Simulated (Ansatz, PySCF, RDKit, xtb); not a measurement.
**C4H2F3N: which of the isomers drawn lies lowest?**

Which of a sample of isomers of C4H2F3N is the most stable in the gas at 298.15 K, and what are its properties? The sample is small against all isomers, and the most stable one of this formula need not be in it.

The funnel: GFN2-xTB relaxations, single points with a density functional, relaxations at PBE0-D3(BJ)/def2-SVP, harmonic vibrations (at GFN2-xTB), and a last energy at a higher level. All values are calculated.

### 1 Candidates

Isomers were taken from a list of plausible structures; this is a sample, not all of them. That gives 9 candidates.

| label | SMILES | spin |
| --- | --- | --- |
| c024 | N#C[C@H](F)/C(F)=C\F | singlet |
| c226 | C=C(C#N)C(F)(F)F | singlet |
| c268 | N#C/C=C/C(F)(F)F | singlet |
| c409 | N#CCC(F)=C(F)F | singlet |
| c558 | C#CC(=N)C(F)(F)F | singlet |
| c811 | N#C[C@H](F)/C(F)=C/F | singlet |
| c825 | N=CC#CC(F)(F)F | singlet |
| c864 | FC(F)=C(F)C1=NC1 | singlet |
| c930 | N#C/C=C\C(F)(F)F | singlet |

Candidates are built by distance geometry, with a force field where one applies, in up to four conformers (letters a to d).

**Question.** With final energies at CCSD(T)/def2-SVP + MP2/def2-TZVPP - MP2/def2-SVP, which structure will this search put lowest in free energy, and by what margin?

| quantity | value |
| --- | --- |
| lowest structure found | N#C/C=C/C(F)(F)F, singlet |
| next finalist | C=C(C#N)C(F)(F)F, singlet, 1.9 kcal/mol higher in G |
| share at equilibrium, among the finalists | 95.0 % |
| dipole moment (PBE0/def2-SVPD) | 1.61 D |
| HOMO energy (PBE0/def2-SVPD) | -9.16 eV |
| LUMO energy (PBE0/def2-SVPD) | -2.58 eV |
| HOMO–LUMO gap (PBE0/def2-SVPD) | 6.58 eV |
| lowest excitation (TD-PBE0/def2-SVPD) | 5.92 eV (f = 0.000) |
| strongest of the states computed, same level | 6.19 eV (f = 0.364) |
| lowest triplet excitation, same level, Tamm-Dancoff | 3.58 eV |
| vertical ionisation energy | 11.32 eV |
| vertical electron affinity | 0.55 eV |
| vertical triplet less singlet | +3.59 eV |

`N#C/C=C/C(F)(F)F` comes out lowest. The margin, 1.9 kcal/mol, is modest. GFN2-xTB, HF/STO-3G, r2SCAN-D4/def2-SVP, PBE0-D3(BJ)/def2-SVP, HF/def2-SVP and MP2/def2-SVP already put its bonding pattern lowest among the structures in one piece. Lowest found is not proven lowest: the search is finite, and each finalist counts with one conformer. Only 9 drawn patterns were tried, so whole families of isomers are missing, and the result ranks this sample alone.
